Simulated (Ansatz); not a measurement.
# SnSe2: the cost of one run

Computed with Ansatz 0.2.0 (DFT, PBEsol, plane-wave PAW, default files, scalar-relativistic, frozen cores).

## Step 1: Starting point

Symmetry: P-3m1, No. 164, trigonal system. The conventional cell has a = 3.811 Å, b = 3.811 Å, c = 6.136 Å, α = 90.00°, β = 90.00°, γ = 120.00°. Sn (site symmetry -3m) is surrounded by 6 Se at 2.68 Å. Se (site symmetry 3m) has 3 Sn at 2.68 Å as nearest neighbours.

Coordinates:

```
Sn Se
1.0
     3.81100    0.00000    0.00000
    -1.90550    3.30042    0.00000
     0.00000    0.00000    6.13600
Sn Se
1 2
Cartesian
  0.0000 0.0000 0.0000
  0.0000 2.2003 1.5279
  1.9055 1.1001 4.6081
```

The earlier run gave: gap on the mesh 0.71 eV, largest force 0.790 eV/Å, pressure 5.5 GPa.

Site by site (atoms counted from 1):

| site | atoms | first shell | V_zz (10²¹ V/m²) | η | C_Q (MHz) |
| --- | --- | --- | --- | --- | --- |
| Sn | 1 | 6 Se at 2.68 Å | 0.36 | 0.00 | – |
| Se | 2, 3 | 3 Sn at 2.68 Å | -9.66 | 0.00 | – |

C_Q = eQV_zz/h, which is 24.18 MHz for Q = 1 b and V_zz = 10²¹ V/m²; η = (V_xx − V_yy)/V_zz. Quadrupole moments are those of Pyykkö's year-2017 table. A dash under C_Q marks elements without a common quadrupolar isotope.

## Step 2: Functional PBEsol at the relaxed positions

Contents of input.yaml:

```yaml
crystal:
  lattice:
    - [3.811, 0.0, 0.0]
    - [-1.9055, 3.3004228138, 0.0]
    - [0.0, 0.0, 6.136]
  atoms:
    - { symbol: Sn, position: [0.0, 0.0, 0.0] }
    - { symbol: Se, position: [0.3333333333, 0.6666666667, 0.2617028906] }
    - { symbol: Se, position: [0.6666666667, 0.3333333333, 0.7382971094] }
kpoints:
  mp_grid: { grid: [13, 13, 7] }
scf:
  occupations: { method: fermi_dirac, width: 0.02 }
hamiltonian:
  xc: pbesol
  pseudopotentials: { kind: paw, frozen_core: stored }
output:
  forces: true
  stress: true
  populations: true
  efg: { quadrupole_moments_barn: { Sn: -0.132 } }
```

The run is started by

```
$ ansatz run input.yaml --threads 1 --pin off --max-ram 3072MiB --backend cpu --events-out ev --progress --plain --runs-dir out
```

What time and memory should one allow on 1 thread of Intel Xeon 6975P-C (Granite Rapids), shared host?

About 7.8 s, with a peak of 0.54 GiB.
